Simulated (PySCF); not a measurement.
**BeF2: singlet, from a bent start**

Aim: relax BeF2 as a singlet from a bent start, check by its vibrations whether the end is a minimum, and collect its spectrum and constants.

Computed with PySCF 2.14.0. Level: PBE, basis Be def2-TZVP, F def2-TZVP, no relativity, density fitting.

**1. The system as given**

3 atoms, charge 0, spin multiplicity 1.

Bond lengths: Be1–F2 1.660 Å, Be1–F3 1.660 Å. Angles: F2–Be1–F3 110.0°.

Z-matrix (Å, degrees; charge 0 multiplicity 1):
```
Be
F  1 1.6600
F  1 1.6600 2 110.00
```

**2. Finding the electronic state**

One driver script runs all steps and calls PySCF; scf.py shows how it sets up the SCF of each step. The optimiser is the driver's own. After this first run the driver tries any further starts and a stability analysis.

scf.py

```python
from pyscf import gto, scf, dft
mol = gto.M(atom='''
Be     0.000000     0.000000     0.000000
F      1.359800     0.000000     0.952100
F     -1.359800     0.000000     0.952100''',
    basis={'Be': 'def2-TZVP', 'F': 'def2-TZVP'},
    charge=0, spin=0)
mf = dft.RKS(mol, xc='PBE')
mf.grids.atom_grid = (50, 194)
aux = {'Be': 'def2-universal-JKFIT', 'F': 'def2-universal-JKFIT'}
mf = mf.density_fit(auxbasis=aux)
mf.conv_tol = 1e-08
mf.diis_space = 10
mf.max_cycle = 60
mf.init_guess = 'minao'
mf.verbose = 4
mf.kernel()
```

Launch:

```bash
> OMP_NUM_THREADS=2 python axn.py task.json out
```

The runs that follow: Bent start, singlet: relaxation; Hessian and properties.

Q: Predict the outcome of this session. Wanted: minimum; geometry; wavenumbers; dipole moment; highest occupied, lowest empty level; polar-tensor charge of Be1; zero-point energy; atomisation energy.

**Answer**, as computed:

```
                                 quantity                             value
                                  minimum                      singlet, D∞h
                                 geometry  Be–F 1.391 Å (×2); F–Be–F 180.0°
                       wavenumbers (cm⁻¹)   337 (πu), 701 (σg+), 1523 (σu+)
                            dipole moment                            0.00 D
     highest occupied, lowest empty level                   -9.66, -1.41 eV
               polar-tensor charge of Be1                           +1.22 e
                        zero-point energy                       17.3 kJ/mol
                      entropy at 298.15 K                   227.6 J/(mol K)
atomisation energy (no zero-point energy)                       1296 kJ/mol
```

**Reading.** From C2v at the start the molecule goes to a D∞h minimum. In the infrared the band at 1523 cm⁻¹ (σu+) leads. The dipole vanishes although Be1 carries +1.2 e by the polar tensor: the bond dipoles cancel. Other starts or spin states, not run here, may lie lower.
